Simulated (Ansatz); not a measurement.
## Sn, space group Fd-3m: a convergence test of the plane-wave cutoff, step by step

With Ansatz 0.2.0 through its Python package.

Run as a notebook:

**Cell 1**
```python
import ansatz as az
import pandas as pd
```

**Cell 2**
```python
system = (
    az.Lattice.fcc(6.46669)
    .space_group(227, origin_choice=1)
    .atom("Sn", [0.0, 0.0, 0.5])
    .primitive()
)
```

**Cell 3**
```python
system.resolved().tree()["lattice"]
```
Output:
```text
((3.9597056047890986e-16, 3.233345, 3.233345), (3.233345, 1.9798528023945493e-16, 3.233345),
 (3.233345, 3.233345, 0.0))
```

**Cell 4**
```python
job = system.calculation().occupations("cold").functional("pbe").kpoints(density=4.5)
```

**Cell 5**
```python
rows = []
for value in [250, 325, 400, 475, 550]:
    summary = job.basis(value).run(threads=1, backend="cpu").report
    rows.append((value, summary["free_energy_ev"] / len(summary["lattice"]["sites"]), summary["n_iterations"], summary["n_pw"]))
```
Output:
```text
DeckWarning: basis.ecutwfc = 250 eV is below the records' recommended 420 eV, and the density's cutoff is lower with it unless basis.ecutrho_ratio is high enough to keep the records' density cutoff: compare with a run at a higher cutoff
DeckWarning: basis.ecutwfc = 325 eV is below the records' recommended 420 eV, and the density's cutoff is lower with it unless basis.ecutrho_ratio is high enough to keep the records' density cutoff: compare with a run at a higher cutoff
DeckWarning: basis.ecutwfc = 400 eV is below the records' recommended 420 eV, and the density's cutoff is lower with it unless basis.ecutrho_ratio is high enough to keep the records' density cutoff: compare with a run at a higher cutoff
```

**Cell 6**
```python
table = pd.DataFrame(rows, columns=["cutoff (eV)", "F/atom (eV)", "iterations", "plane waves"])
table.round(5)
```
Output:
```text
   cutoff (eV)  F/atom (eV)  iterations  plane waves
0          250  -6023.61063           6          609
1          325  -6024.16643           6          893
2          400  -6024.17481           5         1243
3          475  -6024.17602           6         1639
4          550  -6024.17617           6         1989
```

**Cell 7**
```python
# the last row is the reference
for row in rows[:-1]:
    shift = 1000 * (row[1] - rows[-1][1])
    print(f"{row[0]}: {shift:+.2f} meV/atom" + ("  (within 2 meV)" if abs(shift) < 2 else ""))
```
Output:
```text
250: +565.54 meV/atom
325: +9.74 meV/atom
400: +1.36 meV/atom  (within 2 meV)
475: +0.15 meV/atom  (within 2 meV)
```

From 400 eV on it stays within 2 meV an atom of the value at 550 eV; the first row (250 eV) is off by 565.5 meV and the last but one by 0.15 meV. The energy falls steadily, as expected when plane waves are added.

Reading the output:
- For a metal this k-point mesh is coarse: on a finer one energies can move by several to tens of meV an atom and pressures by half a GPa or more, differences at one mesh by less.
- Warnings are shown shortened and without file and line.
- Shifts are counted from the last row, which is itself no proven limit.
- Wall time of the script: 8.3 s on 1 thread of Intel(R) Xeon(R) 6975P-C (Granite Rapids), with other jobs on the host, peak memory 0.47 GiB.
